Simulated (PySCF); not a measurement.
**The bond of BeAs+, level by level**

The task here is to estimate one member of a computed series from the others.

Method: Be pcseg-2, As pcseg-2, no relativity; program: PySCF 2.14.0.

The first run:

The job is set up so:

```yaml
atoms: Be, As
charge: 1
basis: Be pcseg-2, As pcseg-2
Hamiltonian: no relativity
basis_functions: 58
electrons_treated: 36
masses_in_u: 9.0122, 74.9216
levels: PBE0, PBE, r²SCAN, BLYP, LDA, r²SCAN0, HF, MP2, SCS-MP2
grid: 80 radial by 434 angular points
occupations: held fixed by the projection of orbital angular momentum
dissociation_limit: Be+ + As, each in its ground configuration
starting_distance_in_angstrom: 2.235
values_of_2S_to_try: 0, 2, 4
```

The run is started by

```
$ OMP_NUM_THREADS=1 python dia.py task.json out
```

Steps of the session up to this table: Set-up; First curve: PBE0; Other states along the same grid; PBE (GGA); r²SCAN; BLYP (GGA); LDA (local density); r²SCAN0; ROHF.

One of the session's tables, all rows but one given; the rest of the session is left out.

```
       level  Re (Å)  ωe (cm⁻¹)  De (eV)
        ROHF   2.149        525     1.17
    ROHF-MP2   2.125        579     2.15
ROHF-SCS-MP2   2.140        552     2.22
         LDA   2.103        585     3.18
         PBE   2.133        554     2.83
        BLYP   2.142        541     2.85
      r²SCAN       ?          ?        ?
        PBE0   2.122        560     2.63
     r²SCAN0   2.113        570     2.47
```

Estimate the missing values for r²SCAN.

The run gave: Re (Å): 2.118; ωe (cm⁻¹): 570; De (eV): 2.58. In the column «Re (Å)» it lies between r²SCAN0 (2.113) and PBE0 (2.122).

De is counted to Be+ + As in their ground configurations.
